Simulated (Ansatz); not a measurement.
# ZnIn2F4 at fixed geometry

Aim: for ZnIn2F4, a structure type of another compound, with these elements put in, find whether it is a metal or has a gap, how the charge is shared and how far the cell is from equilibrium. The atoms and the cell stay fixed.

Method: DFT, r2SCAN, no spin polarisation, plane waves, PAW, in Ansatz 0.2.0.

### Step 1. The structure

It takes space group I-4 (No. 82, tetragonal). Conventional cell: a = 4.969 Å, b = 4.969 Å, c = 9.935 Å, α = 90.00°, β = 90.00°, γ = 90.00°. In (site symmetry -4) is surrounded by 4 F at 2.15 Å. Zn (site symmetry -4) has 4 F at 2.15 Å as nearest neighbours. F (site symmetry 1) is surrounded by 2 In at 2.15 Å and 1 Zn at 2.15 Å.

Symmetry-reduced, conventional setting; the input below types the cell that was run:

```cif
data_structure
_symmetry_space_group_name_H-M 'I-4'
_symmetry_Int_Tables_number 82
_cell_length_a 4.9691
_cell_length_b 4.9691
_cell_length_c 9.9350
_cell_angle_alpha 90.000
_cell_angle_beta 90.000
_cell_angle_gamma 90.000
_cell_volume 245.32
loop_
_atom_site_label
_atom_site_type_symbol
_atom_site_symmetry_multiplicity
_atom_site_Wyckoff_symbol
_atom_site_fract_x
_atom_site_fract_y
_atom_site_fract_z
_atom_site_occupancy
In1 In 2 b 0.50000 0.50000 0.00000 1
In2 In 2 d 0.50000 0.00000 0.25000 1
Zn1 Zn 2 a 0.00000 0.00000 0.00000 1
F1 F 8 g 0.25000 0.75000 0.37500 1
```

The run starts from a saved solution of this cell (checkpoint.read), perhaps found on another mesh.

### Step 2. The calculation

input.yaml reads:

```yaml
crystal:
  lattice:
    - [0.0, 4.969145, 0.0]
    - [4.969145, 0.0, 0.0]
    - [2.484572, 2.484572, -4.967521]
  atoms:
    - { symbol: In, position: [0.5, 0.5, 0.0] }
    - { symbol: In, position: [0.75, 0.25, 0.5] }
    - { symbol: Zn, position: [0.0, 0.0, 0.0] }
    - { symbol: F, position: [0.375, 0.375, 0.75] }
    - { symbol: F, position: [0.625, 0.125, 0.25] }
    - { symbol: F, position: [0.875, 0.875, 0.75] }
    - { symbol: F, position: [0.125, 0.625, 0.25] }
  symmetry: { tolerance: 0.0003 }
kpoints:
  mp_grid: { grid: [6, 6, 6], shift: [0, 0, 0] }
  band_path:
    path:
      - [0.0, 0.0, 0.0]
      - [0.5, -0.5, 0.0]
      - [0.5, -0.5, 0.25]
      - [0.0, -0.5, 0.0]
      - [0.0, 0.0, 0.0]
      - [0.0, 0.0, 0.5]
      - [0.0, -0.37491826, 0.31254087]
      - [0.0, -0.62508174, -0.31254087]
      - [0.0, 0.0, 0.0]
      - [0.5, -0.5, 0.0]
      - [0.37491826, -0.62508174, -0.12508174]
    npoints: 6
magnetization:
  spin_polarized: false
scf:
  occupations: { method: gaussian, width: 0.014 }
  lower_state_search: "off"
  max_iter: 200
hamiltonian:
  pseudopotentials: { kind: paw }
  xc: r2scan
basis:
  ecutwfc: 500
  fft_grid_basis: typed
output:
  forces: true
  stress: true
  eigenvalues: true
  bader: true
  populations: true
  elf: true
  write_potential: true
  volumetric_format: npy
  dos:
    e_range: [-12, 8]
    de: 0.05
    projected: { site_lists: { F: [F], In: [In], Zn: [Zn] } }
checkpoint:
  read: saved_state
```

Output:

```text
Warning: RAYON_NUM_THREADS=1 ignored (pool sized by the plan → 1); use --threads N
Engine: ansatz 0.2.0, x86_64-unknown-linux-gnu
Pseudopotentials: kind: paw
Pseudopotential: In, paw, valence charge 13, recommended cutoff 500 eV (meta_gga), In.paw.azcp
Pseudopotential: Zn, paw, valence charge 12, recommended cutoff 500 eV (meta_gga), Zn.paw.azcp
Pseudopotential: F, paw, valence charge 7, recommended cutoff 500 eV (meta_gga), F.paw.azcp
Functional definition: r2SCAN
  parameter k0 = 0.174
  parameter k1 = 0.065
  parameter a1 = 4.9479
  exchange = r2scan_x(k0 = k0, k1 = k1, a1 = a1)
  correlation = r2scan_c
Crystal: 7 atoms, lattice volume = 122.660 Å³
Basis set: ecut = 500 eV, 3083 PW (Γ), exchange–correlation on 160×160×180 points (64 copies of the dense FFT grid, shifted against one another)
Bands: 40, of which v1, the nominal top of the filled ones, is band 33 counted from 1 (32 counted from 0)
Symmetry: 4 space group operations
Space group: I-4 (ITA 82), of the structure as read, at distance tolerance 1.5e-3 Å
k-points: 36 of 216 (time reversal used)
Non-local potential: In, projectors of the file, l = 0: 2, l = 1: 2, l = 2: 2, l = 3: 2
Non-local potential: Zn, projectors of the file, l = 0: 2, l = 1: 2, l = 2: 3, l = 3: 1
Non-local potential: F, projectors of the file, l = 0: 2, l = 1: 2, l = 2: 1
PAW form: soft (Blöchl's): semilocal exchange-correlation on the pseudo side does not see the compensation charge
PAW frozen core: In, regenerated for the run's functional (the file was generated under x = pbe(κ = 0.804, μ = 0.2195149727645171), c = pbe(β = 0.06672455060314922))
PAW frozen core: Zn, regenerated for the run's functional (the file was generated under x = pbe(κ = 0.804, μ = 0.2195149727645171), c = pbe(β = 0.06672455060314922))
PAW frozen core: F, regenerated for the run's functional (the file was generated under x = pbe(κ = 0.804, μ = 0.2195149727645171), c = pbe(β = 0.06672455060314922))
PAW one-centre angular grid: In, 590 points (default); XC on 289 of its mesh's 2783 points in the sphere
PAW one-centre angular grid: Zn, 590 points (default); XC on 261 of its mesh's 2673 points in the sphere
PAW one-centre angular grid: F, 302 points (default); XC on 160 Gauss nodes
Initial density: read from a saved state, or passed on in memory by an earlier SCF of this step, an earlier step, the calling program or the single point that the run made first
Initial wavefunctions: pseudopotential atomic-orbital guess
Functional: x = r2scan, c = r2scan; τ floored in thin density (d = 2e-4 eV/Å³)
iter 1 solved again at ethr=2.23e-5 eV; its pass at ethr=3.10e-3 eV (dr2=1.47e-2 eV) is discarded
SCF iter   1: F=-17787.497182 eV  HF=-17787.496322 eV  |F-HF|=8.60e-4  |Δ(HF+E_count)|=         —  Δρ=2.68e-3  dr2=1.42e-2  dr2_τ=1.18e-3  ethr=2.23e-5  ⟨swp⟩=2.4  Hψ=8584  notcnv=0
preconditioner: auto → LDOS  [metal: Δε(μ)=0.012 eV  Ē_g=15.918 eV  σ=0.014 eV  W_gap=0.40  n_scr=30 (ndim 8)  ℏωp=27.2 eV  f_vac=0.129  D(μ)=7.87/eV (n_scr^D=92)  β→1.0]
SCF iter   2: F=-17787.501781 eV  HF=-17787.505210 eV  |F-HF|=3.43e-3  |Δ(HF+E_count)|=   8.89e-3  Δρ=1.46e-3  dr2=6.25e-3  dr2_τ=2.71e-5  ethr=2.15e-5  ⟨swp⟩=3.0  Hψ=3008  notcnv=0
SCF iter   3: F=-17787.502209 eV  HF=-17787.504974 eV  |F-HF|=2.77e-3  |Δ(HF+E_count)|=   2.35e-4  Δρ=9.43e-4  dr2=3.11e-3  dr2_τ=1.46e-5  ethr=9.47e-6  ⟨swp⟩=3.0  Hψ=2488  notcnv=0
SCF iter   4: F=-17787.503690 eV  HF=-17787.504451 eV  |F-HF|=7.61e-4  |Δ(HF+E_count)|=   5.23e-4  Δρ=8.74e-4  dr2=5.62e-4  dr2_τ=7.91e-6  ethr=4.71e-6  ⟨swp⟩=2.1  Hψ=2520  notcnv=0
SCF iter   5: F=-17787.504179 eV  HF=-17787.504232 eV  |F-HF|=5.33e-5  |Δ(HF+E_count)|=   2.19e-4  Δρ=2.80e-4  dr2=8.18e-5  dr2_τ=3.72e-6  ethr=8.52e-7  ⟨swp⟩=2.0  Hψ=2516  notcnv=0
SCF iter   6: F=-17787.504246 eV  HF=-17787.504264 eV  |F-HF|=1.81e-5  |Δ(HF+E_count)|=   3.16e-5  Δρ=1.31e-4  dr2=2.72e-5  dr2_τ=7.13e-7  ethr=1.24e-7  ⟨swp⟩=2.0  Hψ=2102  notcnv=0
SCF iter   7: F=-17787.504259 eV  HF=-17787.504261 eV  |F-HF|=2.85e-6  |Δ(HF+E_count)|=   2.56e-6  Δρ=6.66e-5  dr2=5.19e-6  dr2_τ=2.21e-7  ethr=4.12e-8  ⟨swp⟩=2.9  Hψ=2433  notcnv=0
SCF iter   8: F=-17787.504261 eV  HF=-17787.504261 eV  |F-HF|=6.38e-8  |Δ(HF+E_count)|=   6.14e-7  Δρ=2.00e-5  dr2=5.04e-7  dr2_τ=1.81e-8  ethr=7.87e-9  ⟨swp⟩=2.6  Hψ=2298  notcnv=0
SCF iter   9: F=-17787.504261 eV  HF=-17787.504261 eV  |F-HF|=1.75e-8  |Δ(HF+E_count)|=   2.17e-7  Δρ=4.02e-6  dr2=2.21e-8  dr2_τ=6.85e-10  ethr=1.52e-10  ⟨swp⟩=6.9  Hψ=10037  notcnv=0
SCF 1 converged in 9 iterations: F = -17787.504261 eV  dr2 = 2.21e-8
NSCF: frozen V_eff on 61 k-points
SCF converged after 9 iterations
Free energy (F): -17787.504261 eV
Harris-Foulkes:  -17787.504261 eV  (|F-HF|=1.75e-8)
Internal energy: -17787.503585 eV  (E = F + TS)
E sigma→0 (E₀):  -17787.503923 eV
Entropy (-TS):   -0.000676 eV (-0.097 meV/atom)
Fermi energy:    7.360213 eV
--- Per-component energies (eV) ---
  E_band       = -329.844250
  E_kinetic    = 1451.585014
  E_local      = -7153.418627  (includes V_loc(G=0)·N_el)
  E_nonlocal   = 1650.850657
  E_hartree    = 2857.559204
  E_xc         = -841.141784
  E_vxc        = -728.047723  (∫ρ·V_xc dr)
  E_paw        = -11033.061667  (= ΣΔE_a)
  E_vpaw       = -1316.776080  (= ΣTr[D̂ρ^β])
  E_aug_tail   = 0.004020  (compensation charges beyond the density's cutoff)
  E_vtau       = 50.836127  (kinetic-family band-sum trace: ∫τ·v_τ [+ j·A + Jᵃ·Aᵃ] dr)
  E_ewald      = -4721.503309
  E_core_change = 1.622907  (= ΣΔE_core)
  E_smearing   = -0.000676  (= −TS)
  E_closure    = -0.000000  (closes the sum)
  Σ components = -17787.504261   (vs F -17787.504261, Δ=0.00e0)
--- Forces (eV/Å), atoms counted from 1 ---
  atom   1  In     0.00000000    -0.00000000    -0.00000000
  atom   2  In    -0.00000000    -0.00000000    -0.00000000
  atom   3  Zn    -0.00000000     0.00000000    -0.00000000
  atom   4  F     -0.22504680    -1.48968091     0.04714152
  atom   5  F     -1.48968092     0.22504680    -0.04714137
  atom   6  F      0.22504680     1.48968092     0.04714135
  atom   7  F      1.48968091    -0.22504680    -0.04714150
  max |Σ_I F_I| component: 2.43e-16 eV/Å
--- Stress (GPa, compression-positive) ---
        9.441119       0.000001       0.000000
       -0.000001       9.441119       0.000000
        0.000000       0.000000       9.469523
  P = ⅓ Tr σ = 9.4506 GPa (94.506 kbar)
--- Band table (eV; the first three rows and the last of 36) ---
  k-point 0: bands = ["-20.0482", "-19.9090", "-19.9090", "-19.9081", "-8.8423", "-8.8423", "-8.8195", "-8.7428", "-8.7300", "-8.5576", "-8.5458", "-8.4729", "-8.4528", "-8.4528", "-2.2082", "-1.5747", "-1.5390", "-1.4171", "-1.4171", "-1.2484", "-0.8128", "-0.6780", "-0.6780", "-0.4447", "-0.3468", "0.0072", "0.0277", "0.0277", "0.8100", "0.8100", "0.8264", "2.9787", "8.7278", "8.7296", "9.3132", "9.9713", "9.9713", "12.9112", "13.0623", "13.0623"]
  k-point 1: bands = ["-20.0387", "-19.9169", "-19.9090", "-19.9090", "-8.8251", "-8.8251", "-8.8059", "-8.7591", "-8.7224", "-8.5680", "-8.5280", "-8.4951", "-8.4759", "-8.4759", "-2.2113", "-1.7105", "-1.4566", "-1.4350", "-1.4350", "-1.2050", "-0.7937", "-0.6161", "-0.6161", "-0.4210", "-0.3523", "-0.0228", "0.0594", "0.0594", "0.7225", "0.7704", "0.7704", "3.3185", "7.5921", "9.1854", "9.5821", "9.5821", "9.9737", "12.9695", "13.2248", "13.6099"]
  k-point 2: bands = ["-20.0133", "-19.9410", "-19.9089", "-19.9089", "-8.7816", "-8.7816", "-8.7745", "-8.7637", "-8.7356", "-8.5732", "-8.5344", "-8.5312", "-8.5312", "-8.5173", "-2.1885", "-1.8928", "-1.4659", "-1.4659", "-1.3972", "-1.1284", "-0.7407", "-0.4904", "-0.4904", "-0.4580", "-0.2911", "-0.1002", "0.1338", "0.1338", "0.5833", "0.6750", "0.6750", "4.1267", "6.4194", "9.0022", "9.0022", "9.2117", "11.0055", "12.9471", "13.8451", "14.5436"]
  k-point 35: bands = ["-19.9493", "-19.9434", "-19.9420", "-19.9330", "-8.8418", "-8.8194", "-8.7544", "-8.7285", "-8.7097", "-8.5630", "-8.5537", "-8.5404", "-8.4650", "-8.4637", "-2.1452", "-2.1039", "-1.6835", "-1.4628", "-1.4210", "-1.3154", "-1.0611", "-1.0312", "-0.8392", "-0.0439", "-0.0135", "0.1400", "0.3110", "0.5066", "0.5517", "0.6045", "0.6888", "6.2051", "6.3625", "7.2561", "8.8385", "9.8771", "10.3358", "10.8577", "12.6162", "13.7631"]
--- Löwdin populations: 7 sites ---
  site symbol       q [e]
     0     In     12.4102
     1     In     12.3765
     2     Zn     10.7848
     3      F      7.5453
     4      F      7.5453
     5      F      7.5453
     6      F      7.5453
  spilling = 0.003746 (of n_electrons = 66.000000)
--- Bader charges: 7 sites ---
  site symbol  charge [e]  shift [e]
     0     In      1.1821     0.0005
     1     In      1.2306     0.0006
     2     Zn      0.9641     0.0019
     3      F     -0.8442     0.0008
     4      F     -0.8442     0.0008
     5      F     -0.8442     0.0008
     6      F     -0.8442     0.0008
  estimated error of the sums over rays = 3.8e-4 e
```

Wall time 2 min (1 thread of an x86-64 CPU, shared host); peak memory 0.77 GiB.

### Step 3. How far from equilibrium

The largest forces, with each atom's nearest neighbour:

| atom | force (eV/Å) | nearest | distance (Å) | direction |
| --- | --- | --- | --- | --- |
| F5 | 1.507 | In1 | 2.15 | (others are as near) |
| F4 | 1.507 | In1 | 2.15 | (others are as near) |
| F6 | 1.507 | In1 | 2.15 | (others are as near) |
| F7 | 1.507 | In1 | 2.15 | (others are as near) |

Principal stresses (compression positive): 9.44, 9.44, 9.47 GPa; their mean, the pressure, is 9.45 GPa.

### Step 4. The band path (bands.tsv)

bands.tsv at the labelled points (eV, zero at the Fermi level):

| point | band 32 | band 33 | band 34 | band 35 | band 36 | band 37 |
| --- | --- | --- | --- | --- | --- | --- |
| Γ | -4.38 | 1.37 | 1.37 | 1.95 | 2.61 | 2.61 |
| X | -1.16 | -1.01 | -0.06 | 1.58 | 2.16 | 2.71 |
| P | -1.16 | -0.99 | -0.12 | 1.45 | 2.79 | 3.07 |
| N | -2.21 | -1.25 | 0.73 | 2.12 | 3.11 | 3.96 |
| Γ | -4.38 | 1.37 | 1.37 | 1.95 | 2.61 | 2.61 |
| M | -2.42 | -1.86 | 1.40 | 1.40 | 1.86 | 4.16 |
| S | -1.82 | -1.41 | -0.15 | 2.33 | 2.98 | 4.41 |
| S0 | -1.82 | -1.41 | -0.15 | 2.33 | 2.98 | 4.41 |
| Γ | -4.38 | 1.37 | 1.37 | 1.95 | 2.61 | 2.61 |
| X | -1.16 | -1.01 | -0.06 | 1.58 | 2.16 | 2.71 |
| R | -1.20 | -1.13 | -0.26 | 1.62 | 2.33 | 3.39 |

The same bands between the corners:

```
distance (1/Å)  band 34  band 35
          0.00     1.37     1.95
          0.30     1.34     1.69
          0.60     0.53     1.76
          0.89    -0.06     1.58
          1.00    -0.08     1.54
          1.10    -0.10     1.48
          1.21    -0.12     1.45
          1.42     0.11     1.88
          1.63     0.58     2.20
          1.84     0.73     2.12
          2.08     0.86     2.12
          2.31     1.31     1.97
          2.55     1.37     1.95
          2.76     1.82     2.22
          2.97     1.64     1.64
          3.18     1.40     1.40
          3.34     0.82     1.53
          3.50     0.14     1.89
          3.66    -0.15     2.33
          3.89     0.48     2.30
          4.13     0.48     2.30
          4.36    -0.15     2.33
          4.63     0.49     2.43
          4.89     1.31     1.75
          5.15     1.37     1.95
          5.45     1.34     1.69
          5.75     0.53     1.76
          6.05    -0.06     1.58
          6.12    -0.11     1.67
          6.20    -0.20     1.79
          6.27    -0.26     1.62
```

### Step 5. Density of states

States per cell by energy window, from dos.tsv and pdos.tsv (tetrahedra; eV from the Fermi level):

| from | to | total | F p | In s | In p | Zn s | Zn d |
| --- | --- | --- | --- | --- | --- | --- | --- |
| -4.5 | -4.0 | 0.02 | 0.00 | 0.01 | 0.00 | 0.00 | 0.00 |
| -4.0 | -3.5 | 0.14 | 0.03 | 0.06 | 0.01 | 0.02 | 0.00 |
| -3.5 | -3.0 | 0.25 | 0.06 | 0.10 | 0.03 | 0.03 | 0.00 |
| -3.0 | -2.5 | 0.39 | 0.09 | 0.16 | 0.06 | 0.04 | 0.00 |
| -2.5 | -2.0 | 0.69 | 0.17 | 0.30 | 0.11 | 0.05 | 0.00 |
| -2.0 | -1.5 | 0.45 | 0.11 | 0.21 | 0.08 | 0.02 | 0.00 |
| -1.5 | -1.0 | 0.44 | 0.10 | 0.17 | 0.10 | 0.03 | 0.00 |
| -1.0 | -0.5 | 0.93 | 0.20 | 0.37 | 0.21 | 0.09 | 0.00 |
| -0.5 | 0.0 | 0.54 | 0.11 | 0.18 | 0.12 | 0.09 | 0.00 |
| 0.0 | 0.5 | 1.15 | 0.20 | 0.30 | 0.28 | 0.29 | 0.00 |
| 0.5 | 1.0 | 0.75 | 0.13 | 0.24 | 0.17 | 0.16 | 0.00 |
| 1.0 | 1.5 | 0.26 | 0.04 | 0.06 | 0.08 | 0.06 | 0.00 |
| 1.5 | 2.0 | 0.90 | 0.09 | 0.03 | 0.63 | 0.03 | 0.00 |
| 2.0 | 2.5 | 1.39 | 0.15 | 0.06 | 0.93 | 0.06 | 0.00 |
| 2.5 | 3.0 | 1.55 | 0.14 | 0.13 | 0.94 | 0.13 | 0.00 |
| 3.0 | 3.5 | 1.34 | 0.11 | 0.14 | 0.75 | 0.15 | 0.00 |

### Step 6. How the electrons are shared

By element, from the tables in the log (a charge is positive for electrons lost): Löwdin charges also hold the electrons that the projection spills.

| element | atoms | Bader charge (e) | Bader volume (Å³) | Löwdin charge (e) |
| --- | --- | --- | --- | --- |
| In | 2 | +1.18 to +1.23 | 21.8 to 22.0 | +0.59 to +0.62 |
| Zn | 1 | +0.96 | 16.5 | +1.21 |
| F | 4 | -0.84 | 15.6 | -0.55 |

The Löwdin projection spills 0.4 % of the electrons and depends on the orbitals chosen; where it disagrees with Bader's partition, neither is an observable.

### Step 7. Maps of the fields

Maps in the plane spanned by a and b at height 0.000 along c (axes of the input's cell), one cell: a runs left to right (15 points from zero), b bottom to top (15 points), 90° apart. Inside the augmentation spheres the fields are the smooth ones.

Valence density. Values in e/Å³, 15 rows by 15 columns:
```
14.50  5.32  0.88  0.22  0.09  0.05  0.03  0.03  0.03  0.03  0.05  0.09  0.22  0.88  5.32
 1.35  0.88  0.36  0.16  0.10  0.06  0.05  0.04  0.04  0.05  0.06  0.09  0.15  0.36  0.88
 0.27  0.22  0.15  0.12  0.11  0.09  0.09  0.09  0.08  0.08  0.09  0.11  0.12  0.16  0.22
 0.09  0.09  0.09  0.11  0.12  0.14  0.18  0.23  0.23  0.18  0.14  0.12  0.11  0.10  0.09
 0.04  0.05  0.06  0.09  0.14  0.26  0.55  0.99  0.99  0.55  0.26  0.14  0.09  0.06  0.05
 0.03  0.03  0.05  0.08  0.18  0.55  2.07  4.53  4.53  2.07  0.55  0.18  0.09  0.05  0.03
 0.02  0.03  0.04  0.08  0.23  0.99  4.53 10.40 10.40  4.53  0.99  0.23  0.09  0.04  0.03
 0.02  0.03  0.04  0.09  0.23  0.99  4.53 10.40 10.40  4.53  0.99  0.23  0.08  0.04  0.03
 0.03  0.03  0.05  0.09  0.18  0.55  2.07  4.53  4.53  2.07  0.55  0.18  0.08  0.05  0.03
 0.04  0.05  0.06  0.09  0.14  0.26  0.55  0.99  0.99  0.55  0.26  0.14  0.09  0.06  0.05
 0.09  0.09  0.10  0.11  0.12  0.14  0.18  0.23  0.23  0.18  0.14  0.12  0.11  0.09  0.09
 0.27  0.22  0.16  0.12  0.11  0.09  0.08  0.08  0.09  0.09  0.09  0.11  0.12  0.15  0.22
 1.35  0.88  0.36  0.15  0.09  0.06  0.05  0.04  0.04  0.05  0.06  0.10  0.16  0.36  0.88
14.50  5.32  0.88  0.22  0.09  0.05  0.03  0.03  0.03  0.03  0.05  0.09  0.22  0.88  5.32
46.60 14.50  1.35  0.27  0.09  0.04  0.03  0.02  0.02  0.03  0.04  0.09  0.27  1.35 14.50
```

ELF. Ten even steps from '0' (0.00) to '9' (0.29):
```
004432111123440
345332222222354
543332355323334
432333566533333
222235899853222
112358722785321
012569200296521
012569200296521
112358722785321
222235899853222
433333566533323
543332355323334
345322222223354
004432111123440
003542100124530
```

Atoms within 0.2 Å of the plane, in fractions of a and b: In at (0.50, 0.50), Zn at (0.00, 0.00).

Along short contacts, where the density is least:

| contact | length (Å) | minimum at (fraction) | density (e/Å³) | ELF |
| --- | --- | --- | --- | --- |
| In1–F4 | 2.151 | 0.53 | 0.449 | 0.12 |
| Zn3–F4 | 2.151 | 0.50 | 0.338 | 0.11 |

### Step 8. Summary of results

| quantity | value |
| --- | --- |
| largest force | 1.507 eV/Å on F |
| pressure | 9.5 GPa |
| formation energy (elements from separate runs) | -1.54 eV/atom |
| character | metal |
| density of states, mean within 0.25 eV of the Fermi level | 1.8 per eV per cell |
| Bader charges | In +1.18 to +1.23, Zn +0.96, F -0.84 e |

Bands cross the Fermi level: a metal; within 0.25 eV of the Fermi level the density of states averages 1.8 per eV per cell, mostly In s (27 %), Zn s (25 %) and In p (24 %). In loses most charge (+1.21 e on average) and F gains most (-0.84 e). The atoms are not at rest: the largest force, 1.51 eV/Å, acts on F. Set against separate runs on the elements (In body-centred tetragonal, Zn hcp, F2 molecule), it forms at -1.54 eV per atom, so it holds against falling apart into elements.
